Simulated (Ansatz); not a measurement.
# HfSi (NiAs type): the cost of one run

Program: Ansatz 0.2.0. Level of theory: DFT PBEsol, scalar-relativistic. These are calculated values, not measurements.

## 1. The starting structure

It takes space group P6_3/mmc (No. 194, hexagonal). Conventional cell: a = 4.015 Å, b = 4.015 Å, c = 6.022 Å, α = 90.00°, β = 90.00°, γ = 120.00°. Hf (site symmetry -3m) is surrounded by 6 Si at 2.76 Å and 2 Hf at 3.01 Å. Around Si (site symmetry -6m2) lie 6 Hf at 2.76 Å.

Coordinates:

```
Hf Si
1.0
     4.01495    0.00000    0.00000
    -2.00748    3.47705    0.00000
     0.00000    0.00000    6.02243
Hf Si
2 2
Direct
  0.00000 0.00000 0.00000
  0.00000 0.00000 0.50000
  0.33333 0.66667 0.25000
  0.66667 0.33333 0.75000
```

Atoms are numbered in the order of the input: Hf1, Hf2, Si3, Si4.

## 2. Relaxing the guess with PAW

input.yaml reads:

```yaml
crystal:
  lattice:
    - [4.0149533272, 0.0, 0.0]
    - [-2.0074766636, 3.4770515764, 0.0]
    - [0.0, 0.0, 6.0224299908]
  atoms:
    - { symbol: Hf, position: [0.0, 0.0, 0.0] }
    - { symbol: Hf, position: [0.0, 0.0, 0.5] }
    - { symbol: Si, position: [0.3333333333, 0.6666666667, 0.25] }
    - { symbol: Si, position: [0.6666666667, 0.3333333333, 0.75] }
kpoints:
  mp_grid: { grid: [10, 10, 6] }
scf:
  occupations: { method: fermi_dirac, width: 0.05 }
hamiltonian:
  xc: pbesol
  pseudopotentials: { kind: paw }
output:
  forces: true
  stress: true
  write_density: true
  write_potential: true
  elf: true
  volumetric_format: npy
relax:
  f_tol: 0.005
  max_steps: 80
  cell: {}
```

On the command line:

```sh
> ansatz run input.yaml --threads 1 --pin off --max-ram 3072MiB --backend cpu --events-out ev --progress --plain --runs-dir out
```

Q: Estimate wall time and peak memory on 1 thread of Arm Neoverse V2, shared host.

About 60 s, with a peak of 0.43 GiB.
